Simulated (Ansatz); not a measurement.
# BCl3H10OSi4: the cost of one run

The runs use Ansatz 0.2.0, Gaussian basis; PBE0-D4, def2-SVP first, then def2-TZVP.

151 further runs of the same task are left out: 151 set aside as unsound or not needed. Runs told in other sessions of the task aren't counted.

### Step 1. Where the work starts

The guess: 19 atoms, charge 0, spin multiplicity 1.

Atoms are counted from 1 here; the program's logs count them from 0.

Bond lengths: B1–Cl3 1.779 Å, B1–Cl4 1.785 Å, B1–O6 1.443 Å, Cl2–H5 1.627 Å, H5–O6 1.267 Å, O6–Si7 1.744 Å, Si7–Si8 2.349 Å, Si7–Si9 2.351 Å, Si7–Si10 2.353 Å, Si8–H11 1.467 Å, Si8–H12 1.470 Å, Si8–H13 1.464 Å, Si9–H14 1.468 Å, Si9–H15 1.464 Å, Si9–H16 1.465 Å, Si10–H17 1.467 Å, Si10–H18 1.463 Å, Si10–H19 1.469 Å. Angles: Cl3–B1–Cl4 115.4°, Cl3–B1–O6 115.3°, Cl4–B1–O6 115.4°, Cl2–H5–O6 123.1°, B1–O6–H5 89.2°, B1–O6–Si7 131.0°, H5–O6–Si7 136.7°, O6–Si7–Si8 96.7°, O6–Si7–Si9 104.8°, O6–Si7–Si10 104.6°, Si8–Si7–Si9 115.7°, Si8–Si7–Si10 115.4°, Si9–Si7–Si10 116.1°, Si7–Si8–H11 115.0°, Si7–Si8–H12 113.7°, Si7–Si8–H13 107.8°, H11–Si8–H12 105.5°, H11–Si8–H13 107.3° and more.

Coordinates:

```
B     0.64670   -1.36810    1.82110
Cl    0.31700   -0.44940    3.72330
Cl    2.34720   -1.87840    1.70110
Cl   -0.55920   -2.66110    1.57670
H     0.15580    0.39910    2.34480
O     0.33620   -0.10500    1.19600
Si   -0.11490    0.27950   -0.44440
Si    0.49170    2.54810   -0.37040
Si    1.24350   -1.09660   -1.78100
Si   -2.42770   -0.14430   -0.53680
H     1.90390    2.80240   -0.06430
H    -0.27040    3.33230    0.61160
H     0.22140    3.12670   -1.68790
H     0.91430   -0.80870   -3.18210
H     1.00840   -2.52270   -1.55000
H     2.67490   -0.84190   -1.60430
H    -2.94090    0.52850   -1.73570
H    -2.79910   -1.55640   -0.63160
H    -3.14870    0.41590    0.61390
```

Distances that are to change: B1–O6 1.44 Å, Cl2–H5 1.63 Å, B1–Cl2 2.14 Å, H5–O6 1.27 Å.

### Step 2. Constrained relaxation of the guess

The input, hold/in.yaml:

```yaml
crystal:
  periodic: [false, false, false]
  atoms:
    - {symbol: B, position_ang: [0.646700, -1.368100, 1.821100]}
    - {symbol: Cl, position_ang: [0.317000, -0.449400, 3.723300]}
    - {symbol: Cl, position_ang: [2.347200, -1.878400, 1.701100]}
    - {symbol: Cl, position_ang: [-0.559200, -2.661100, 1.576700]}
    - {symbol: H, position_ang: [0.155800, 0.399100, 2.344800]}
    - {symbol: O, position_ang: [0.336200, -0.105000, 1.196000]}
    - {symbol: Si, position_ang: [-0.114900, 0.279500, -0.444400]}
    - {symbol: Si, position_ang: [0.491700, 2.548100, -0.370400]}
    - {symbol: Si, position_ang: [1.243500, -1.096600, -1.781000]}
    - {symbol: Si, position_ang: [-2.427700, -0.144300, -0.536800]}
    - {symbol: H, position_ang: [1.903900, 2.802400, -0.064300]}
    - {symbol: H, position_ang: [-0.270400, 3.332300, 0.611600]}
    - {symbol: H, position_ang: [0.221400, 3.126700, -1.687900]}
    - {symbol: H, position_ang: [0.914300, -0.808700, -3.182100]}
    - {symbol: H, position_ang: [1.008400, -2.522700, -1.550000]}
    - {symbol: H, position_ang: [2.674900, -0.841900, -1.604300]}
    - {symbol: H, position_ang: [-2.940900, 0.528500, -1.735700]}
    - {symbol: H, position_ang: [-2.799100, -1.556400, -0.631600]}
    - {symbol: H, position_ang: [-3.148700, 0.415900, 0.613900]}
basis:
  gaussian: {orbitals: def2-SVP}
hamiltonian: {xc: pbe0, dispersion: d4}
relax: {f_tol: 0.04, max_steps: 150, escape_saddle: false, constraints: [{distance: [0, 5]}, {distance: [1, 4]}, {distance: [0, 1]}, {distance: [4, 5]}]}
```

Started as:

```
ansatz run in.yaml --threads 4 --pin off --events-out ev --progress --plain --max-ram 63488MiB --backend cuda --devices 0, --max-vram 37GiB
```

**Question.** How long does this run take on 1 × a share of an NVIDIA H100 with 4 threads of AMD EPYC 7R13, shared host?

About 25 s.
